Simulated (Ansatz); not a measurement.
# FeI2: the cost of one run

Method: DFT PBEsol, scalar-relativistic, plane waves, PAW, in Ansatz 0.2.0.

The COD entry's cell or inner coordinates are ideal or old and differ from later refinements, so a difference from it is no clean test against experiment.

## Step 1: The structure to begin with

The structure is trigonal, space group P-3m1 (No. 164). The conventional cell has a = 3.904 Å, b = 3.904 Å, c = 6.843 Å, α = 90.00°, β = 90.00°, γ = 120.00°. Fe (site symmetry -3m) has 6 I at 2.77 Å as nearest neighbours. I (site symmetry 3m) has 3 Fe at 2.77 Å as nearest neighbours.

As a file:

```cif
data_structure
_symmetry_space_group_name_H-M 'P-3m1'
_symmetry_Int_Tables_number 164
_cell_length_a 3.9038
_cell_length_b 3.9038
_cell_length_c 6.8429
_cell_angle_alpha 90.000
_cell_angle_beta 90.000
_cell_angle_gamma 120.000
_cell_volume 90.31
loop_
_atom_site_label
_atom_site_type_symbol
_atom_site_symmetry_multiplicity
_atom_site_Wyckoff_symbol
_atom_site_fract_x
_atom_site_fract_y
_atom_site_fract_z
_atom_site_occupancy
Fe1 Fe 1 a 0.00000 0.00000 0.00000 1
I1 I 2 d 0.33333 0.66667 0.23442 1
```

It is the result of an earlier relaxation at this level (volume 30.10 Å³/atom; gap on the mesh: none (metal), site moments up to 3.4 μB).

## Step 2: Point at V/V0 = 0.97

Contents of input.yaml:

```yaml
crystal:
  lattice:
    - [3.8643194339, 0.0, 0.0]
    - [-1.9321597169, 3.3465987981, 0.0]
    - [0.0, 0.0, 6.7737801573]
  atoms:
    - { symbol: Fe, position: [0.0, 0.0, 0.0], spin: 3.73 }
    - { symbol: I, position: [0.3333333333, 0.6666666667, 0.2344200041], spin: 0.19 }
    - { symbol: I, position: [0.6666666667, 0.3333333333, 0.7655799959], spin: 0.19 }
basis:
  ecutwfc: 420
kpoints:
  mp_grid: { grid: [12, 12, 6] }
hamiltonian:
  xc: pbesol
scf:
  occupations: { method: gaussian, width: 0.1 }
output:
  forces: true
  stress: true
  eigenvalues: true
  populations: true
magnetization:
  spin_polarized: true
relax:
  adjacent_minimum: "off"
  f_tol: 0.01
  max_steps: 30
  cell: { stress_tol: 0.1, fix: [volume] }
```

On the command line:

```console
ansatz run input.yaml --threads 1 --pin off --max-ram 2560MiB --backend cpu --events-out ev --progress --plain --runs-dir out
```

**Question.** How long does this run take on 1 thread of Intel Xeon Platinum 8559C (Emerald Rapids), shared host, and how much memory does it need?

About 1.9 min, with a peak of 0.75 GiB.
